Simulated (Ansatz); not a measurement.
# ClGa: the cost of one run

Program: Ansatz 0.2.0, driven from Python. The levels of theory stand in the script. These are calculated values, not measurements.

### 1 The system

Bond lengths: Ga1–Cl2 2.275 Å.

No structure file is read: the coordinates are typed or built in the script.

### 2 The code

Input file x2c_clga.py:

```python
import ansatz as az
from ase import Atoms
import numpy as np


def main() -> None:
    atoms = Atoms(["Ga", "Cl"], positions=[
        (0.0, 0.0, 0.0),
        (0.0, 0.0, 2.275),
    ])
    geometry = az.Crystal.molecule_from_ase(atoms)

    base = (
        geometry.calculation()
        .functional("hf")
        .charge(1)
        .spin("collinear", total=1)
        .forces()
    )
    sets = {"none": "cc-pVTZ", "scalar": "cc-pVTZ-DK"}
    found = {kind: base.basis(gaussian=basis).pseudopotentials(relativity=kind).run().report for kind, basis in sets.items()}
    for kind, each in found.items():
        dipole = 4.803205 * np.linalg.norm(each["charge_distribution"]["dipole_moment_e_ang"])
        print(f"{kind:7s} E = {each['free_energy_ev']:.4f} eV  dipole {dipole:.3f} D  largest force component {np.abs(each['forces_ev_ang']).max():.4f} eV/A")
    print(f"relativity lowers the total energy by {found['none']['free_energy_ev'] - found['scalar']['free_energy_ev']:.3f} eV")


if __name__ == "__main__":
    main()
```

### 3 What the engine is handed

The package turns the script's settings into the engine's input (first run):

```yaml
crystal:
  periodic: [false, false, false]
  atoms:
    - { symbol: Ga, position_ang: [0.0, 0.0, 0.0] }
    - { symbol: Cl, position_ang: [0.0, 0.0, 2.275] }
basis:
  gaussian:
    orbitals: cc-pVTZ
hamiltonian:
  xc: hf
  pseudopotentials:
    relativity: none
magnetization:
  spin_polarized: true
  initial_magnetization: 1.0
total_charge: 1.0
output:
  forces: true
```

### 4 The run

Started as:

```console
> python x2c_clga.py
```

Q: Estimate wall time and peak memory on 1 thread of Arm Neoverse V1, shared host.

About 5.6 s, with a peak of 0.21 GiB.
